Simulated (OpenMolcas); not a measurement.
# HF/ANO-RCC-VDZ (DKH2) run of C4H12O4Si (tetramethyl orthosilicate (TMOS))

What is the vertical ionisation energy of C4H12O4Si (tetramethyl orthosilicate (TMOS)) at HF/ANO-RCC-VDZ (DKH2)? 

The results are computed with OpenMolcas 26.06.

## (1) The system as given

C4H12O4Si has 21 atoms, charge 0, and is taken as a singlet. As SMILES, `CO[Si](OC)(OC)OC`. The coordinates come from a GFN2-xTB relaxation. This is one conformer, not always the lowest.

Some bond lengths: C1–O2 1.405 Å, O2–Si3 1.625 Å, Si3–O4 1.624 Å, O4–C5 1.405 Å, Si3–O6 1.625 Å, O6–C7 1.405 Å, Si3–O8 1.625 Å, O8–C9 1.405 Å, C1–H10 1.092 Å, C1–H11 1.090 Å, C1–H12 1.090 Å, C5–H13 1.090 Å, C5–H14 1.090 Å, C5–H15 1.092 Å, C7–H16 1.090 Å, C7–H17 1.092 Å. Some angles: C1–O2–Si3 127.7°, O2–Si3–O4 117.1°, O2–Si3–O6 105.8°, O2–Si3–O8 105.7°, O4–Si3–O6 105.7°, O4–Si3–O8 105.9°, O6–Si3–O8 117.1°, Si3–O4–C5 127.6°, Si3–O6–C7 127.7°, Si3–O8–C9 127.7°.

## (2) A single-point energy at HF/ANO-RCC-VDZ (DKH2)

Contents of job.input:

```
&GATEWAY
Coord
21
angstrom
C        1.789730      -1.672370      -1.193570
O        0.490120      -1.347660      -0.768540
Si       0.001180       0.002700      -0.009130
O       -0.063280       1.364960      -0.891570
C       -0.987660       1.690100      -1.899080
O       -1.524670      -0.285200       0.468550
C       -2.019440      -1.428570       1.118510
O        1.101000       0.276640       1.154880
C        1.216950       1.410050       1.977660
H        2.093030      -1.031020      -2.023780
H        1.775780      -2.712570      -1.520630
H        2.500570      -1.550620      -0.376060
H       -0.817110       2.731140      -2.174900
H       -2.007900       1.565410      -1.535750
H       -0.843330       1.051110      -2.772680
H       -1.749540      -2.328850       0.566130
H       -1.614290      -1.500530       2.129980
H       -3.104770      -1.333880       1.164920
H        0.373620       1.470100       2.668930
H        1.244490       2.318360       1.375300
H        2.145510       1.310700       2.540820
Basis=ANO-RCC-VDZ
Group=NoSym
&SEWARD
Relativistic=R02O02
Expert
&SCF
PrOrbitals=0
```

Run with:

```console
$ export MOLCAS_MEM=1860
$ pymolcas job.input > job.log
```

Standard output:

```text
--- Start Module: gateway ---
[...]
--- Stop Module: gateway /rc=_RC_ALL_IS_WELL_ ---
--- Start Module: seward ---
[...]
 ###    WARNING:  EXPERT option is ON!                                       ###
 ###############################################################################
               SEWARD will generate:
[...]
      Basis functions          109
--- Stop Module: seward /rc=_RC_ALL_IS_WELL_ ---
[...]
--- Start Module: scf ---
[...]
       Convergence after  11 Iterations
[...]
::    Total SCF energy                               -747.7344934152
[...]
      Total spin, S                                     0.0000000000
[...]
      Total electronic charge=   82.000000
      Total            charge=   -0.000000
[...]
      Dipole Moment (debye):
      Origin of the operator (angstrom)=    0.0005    0.0013   -0.0050
                   X= -1.3116E-03               Y= -8.3984E-03               Z=  7.6105E-02           Total=  7.6578E-02
      Quadrupole Moment (debye*angstrom):
[...]
--- Stop Module: scf /rc=_RC_ALL_IS_WELL_ ---
[...]
```

Run time: 39 s. Hardware: 1 thread of Arm Neoverse V1, shared host; peak memory 0.64 GiB.

## (3) The doublet cation, same level

Contents of job.input:

```
>>> EXPORT MOLCAS_PRINT=2

&GATEWAY
  Coord
  21
  angstrom
  C        1.789730      -1.672370      -1.193570
  O        0.490120      -1.347660      -0.768540
  Si       0.001180       0.002700      -0.009130
  O       -0.063280       1.364960      -0.891570
  C       -0.987660       1.690100      -1.899080
  O       -1.524670      -0.285200       0.468550
  C       -2.019440      -1.428570       1.118510
  O        1.101000       0.276640       1.154880
  C        1.216950       1.410050       1.977660
  H        2.093030      -1.031020      -2.023780
  H        1.775780      -2.712570      -1.520630
  H        2.500570      -1.550620      -0.376060
  H       -0.817110       2.731140      -2.174900
  H       -2.007900       1.565410      -1.535750
  H       -0.843330       1.051110      -2.772680
  H       -1.749540      -2.328850       0.566130
  H       -1.614290      -1.500530       2.129980
  H       -3.104770      -1.333880       1.164920
  H        0.373620       1.470100       2.668930
  H        1.244490       2.318360       1.375300
  H        2.145510       1.310700       2.540820
  Basis
  ANO-RCC-VDZ
  Group
  NoSym

&SEWARD
  Relativistic
  R02O02
  Expert

&SCF
  UHF
  Charge
  1
  Spin
  2
  PrOrbitals
  0
```

Run with:

```console
$ export MOLCAS_MEM=1860
$ pymolcas job.input > job.log
```

Standard output:

```text
--- Start Module: gateway ---
[...]
--- Stop Module: gateway /rc=_RC_ALL_IS_WELL_ ---
--- Start Module: seward ---
[...]
 ###    WARNING:  EXPERT option is ON!                                       ###
 ###############################################################################
               SEWARD will generate:
[...]
      Basis functions          109
--- Stop Module: seward /rc=_RC_ALL_IS_WELL_ ---
[...]
--- Start Module: scf ---
[...]
       Convergence after  33 Iterations
[...]
::    Total SCF energy                               -747.3505733403
[...]
      Total spin, S                                     0.5393434178
[...]
      Total electronic charge=   81.000000
      Total            charge=    1.000000
[...]
      Dipole Moment (debye):
      Origin of the operator (angstrom)=    0.0005    0.0013   -0.0050
                   X=  9.6279E-01               Y=  1.5533E-02               Z= -3.6627E+00           Total=  3.7871E+00
      Center of Charge (angstrom)
[...]
--- Stop Module: scf /rc=_RC_ALL_IS_WELL_ ---
[...]
```

It took 54 s on 1 thread of Arm Neoverse V1, shared host; peak memory 0.65 GiB.

## (4) Summary of results

Level: HF/ANO-RCC-VDZ (DKH2).

| quantity | value |
| --- | --- |
| singlet C4H12O4Si: total energy | -747.73449 Eh |
| singlet C4H12O4Si: dipole moment | 0.08 D |
| singlet C4H12O4Si: HOMO energy | -12.34 eV |
| singlet C4H12O4Si: LUMO energy | 2.32 eV |
| singlet C4H12O4Si: HOMO–LUMO gap | 14.66 eV |
| doublet cation: total energy | -747.35057 Eh |
| doublet cation: HOMO energy (highest over α and β) | -15.54 eV |
| doublet cation: LUMO energy (lowest over α and β) | -8.37 eV |
| doublet cation: ⟨S²⟩ | 0.830 |
| vertical ionisation energy (to the doublet cation) | 10.447 eV |

In words: The vertical ionisation energy comes to 10.45 eV (1008 kJ/mol). −ε(HOMO) before ionisation, 12.34 eV, is 1.89 eV above this ionisation energy. Mulliken charges (doublet cation) run from -0.95 on O8 to +2.37 on Si3; they depend strongly on the basis.
